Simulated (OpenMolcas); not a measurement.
# Cu³⁺ among point charges: CASSCF levels and susceptibility

Aim: the splitting of the states of Cu³⁺ in the field of 6 point charges, its lowest levels with spin-orbit coupling and its magnetic susceptibility.

The numbers are computed with OpenMolcas 26.06 (state-averaged CASSCF, spin-orbit coupling by RASSI with atomic mean-field integrals), except any that are marked as measured or tabulated.

1 further run of the same task is left out (set aside as unsound or not needed).

## Step 1: The system

```
Species                           : Cu³⁺ (copper, Z = 29, 26 electrons)
Basis                             : ANO-RCC-VTZP [6s5p3d2f1g], 59 functions
Scalar Hamiltonian                : DKH2, point nucleus
Inactive shells                   : 1s 2s 2p 3s 3p
Active space                      : 8 electrons in 5 orbitals (3d)
Some configurations of this space : 3d⁸
Orbitals                          : optimised for each spin and parity, averaged over all roots
```

Outer shells as boxes (Hund's rule):

3d8
```
3d [↑↓][↑↓][↑↓][↑ ][↑ ]
```

The ion sits among 6 point charges of -2.2 e arranged as a trigonal prism (D3h), 1.8 Å from the ion, with a polar angle of 50.1° against the regular 49.1°.

The work runs as a chain of OpenMolcas steps in one folder; each step below is one input file. Labels, J, g values, rates, χT and fits are worked out afterwards by a script from the matrices that RASSI stores.

## Step 2: Basis and integrals

a.inp reads:

```
&GATEWAY
Coord
1

Cu 0.0 0.0 0.0
Basis=ANO-RCC-VTZP
Group=NoSym
NoMove
AngMom=0.0 0.0 0.0
AMFI
XField
6 Angstrom 0
1.380534 0.000000 1.155043 -2.200000
-0.690267 1.195578 1.155043 -2.200000
-0.690267 -1.195578 1.155043 -2.200000
1.380534 0.000000 -1.155043 -2.200000
-0.690267 1.195578 -1.155043 -2.200000
-0.690267 -1.195578 -1.155043 -2.200000
&SEWARD
```

## Step 3: Reference wave functions, triplets, 10 roots

a.inp reads:

```
&RASSCF
FileOrb=start.orb
Symmetry=1
Spin=3
nActEl=8 0 0
Inactive=9
Ras2=5
CIRoot=10 10 1
SDav=10
CIMx=300
Iter=120 100
PrWF=0.3
OrbListing=Nothing
MaxOrb=0
>>> COPY $Project.JobIph JOB001
```

start.orb holds the contracted functions of the basis, ordered by shell, or the orbitals of the step before.

## Step 4: Reference wave functions, singlets, 15 roots

a.inp reads:

```
&RASSCF
FileOrb=start.orb
Symmetry=1
Spin=1
nActEl=8 0 0
Inactive=9
Ras2=5
CIRoot=15 15 1
SDav=15
CIMx=300
Iter=120 100
PrWF=0.3
OrbListing=Nothing
MaxOrb=0
>>> COPY $Project.JobIph JOB002
```

## Step 5: RASSI: spin-orbit coupling between the states

a.inp reads:

```
&RASSI
NrOfJobIphs=2 10 15
1 2 3 4 5 6 7 8 9 10
1 2 3 4 5 6 7 8 9 10 11 12 13 14 15
IphNames
JOB001
JOB002
EJob
SpinOrbit
DIPRint=1.0
SOCoupling=1000.0
Subsets=2
Property=9
'ANGMOM' 1 'ANGMOM' 2 'ANGMOM' 3 'MLTPL  1' 1 'MLTPL  1' 2 'MLTPL  1' 3
'AMFI' 1 'AMFI' 2 'AMFI' 3
SOProperty=3
'ANGMOM' 1 'ANGMOM' 2 'ANGMOM' 3
```

**Question.** What will these runs give? Wanted: spin-free ground state; first state of the same spin within the active space; lowest level; next level.

**Answer**, as computed:

| quantity | value |
| --- | --- |
| method | CASSCF |
| spin-free ground state | 3A2, 1-fold in its orbital part |
| first state of the same spin within the active space | 3A1 at 1360 cm⁻¹ |
| lowest level | 1-fold A1 |
| next level | 247.5 cm⁻¹ |
| χT at 300 K | 2.48 cm³ K/mol |
| effective moment at 300 K | 4.46 μB |

In words: The spin-free ground state (3A2) comes to 99 % from free-ion F terms and keeps the highest spin of the shell. χT at 300 K is 2.48, against 1.00 cm³ K/mol for the spin alone, so orbital moment adds to it. The field of point charges can differ much from that of real complexes. Point charges carry no covalency, so the field is a model and not that of real ligands.
